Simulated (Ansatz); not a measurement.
# CdSb2O2: the cost of one run

Computed with Ansatz 0.2.0 (DFT PBE, scalar-relativistic, plane waves, PAW, unless a step's input says otherwise).

## Step 1: The starting structure

The structure is trigonal, space group P-3m1 (No. 164). Conventional cell: a = 4.483 Å, b = 4.483 Å, c = 7.320 Å, α = 90.00°, β = 90.00°, γ = 120.00°. Cd (site symmetry -3m) has 6 Sb at 3.17 Å in its first shell of neighbours. Sb (site symmetry 3m) is surrounded by 4 O at 2.73 to 2.79 Å. O (site symmetry 3m) is surrounded by 4 Sb at 2.73 to 2.79 Å.

As a file:

```cif
data_structure
_symmetry_space_group_name_H-M 'P 1'
_symmetry_Int_Tables_number 1
_cell_length_a 4.4831
_cell_length_b 4.4831
_cell_length_c 7.3196
_cell_angle_alpha 90.000
_cell_angle_beta 90.000
_cell_angle_gamma 120.000
_cell_volume 127.40
loop_
_atom_site_label
_atom_site_type_symbol
_atom_site_fract_x
_atom_site_fract_y
_atom_site_fract_z
_atom_site_occupancy
Cd1 Cd 0.00000 0.00000 0.00000 1
Sb1 Sb 0.66667 0.33333 0.24898 1
Sb2 Sb 0.33333 0.66667 0.75102 1
O1 O 0.66667 0.33333 0.63047 1
O2 O 0.33333 0.66667 0.36953 1
```

The cell is invented: species swapped into a database cell of EuMg2Bi2 (P-3m1, No. 164), with Cd on the Eu sites, O on the Mg sites and Sb on the Bi sites. Lengths come from tabulated atomic sizes and are only a guess.

## Step 2: The guess as it stands, on a coarse mesh

input.yaml

```yaml
crystal:
  lattice:
    - [4.48307424, 0.0, 0.0]
    - [-2.24153712, 3.88245618, 0.0]
    - [0.0, 0.0, 7.31962475]
  atoms:
    - { symbol: Cd, position: [0.0, 0.0, 0.0] }
    - { symbol: Sb, position: [0.66666667, 0.33333333, 0.2489787] }
    - { symbol: Sb, position: [0.33333333, 0.66666667, 0.7510213] }
    - { symbol: O, position: [0.66666667, 0.33333333, 0.63047278] }
    - { symbol: O, position: [0.33333333, 0.66666667, 0.36952722] }
basis:
  ecutwfc: 420
kpoints:
  mp_grid: { grid: [6, 6, 4] }
hamiltonian:
  xc: pbe
scf:
  occupations: { method: gaussian, width: 0.1 }
  lower_state_search: "off"
output:
  forces: true
  stress: true
  eigenvalues: true
```

The run is started by

```sh
> ansatz run input.yaml --threads 1 --pin off --max-ram 2560MiB --backend cpu --events-out ev --progress --plain --runs-dir out
```

Q: Estimate wall time and peak memory on 1 thread of Arm Neoverse V1, shared host.

About 7.3 s, with a peak of 0.41 GiB.
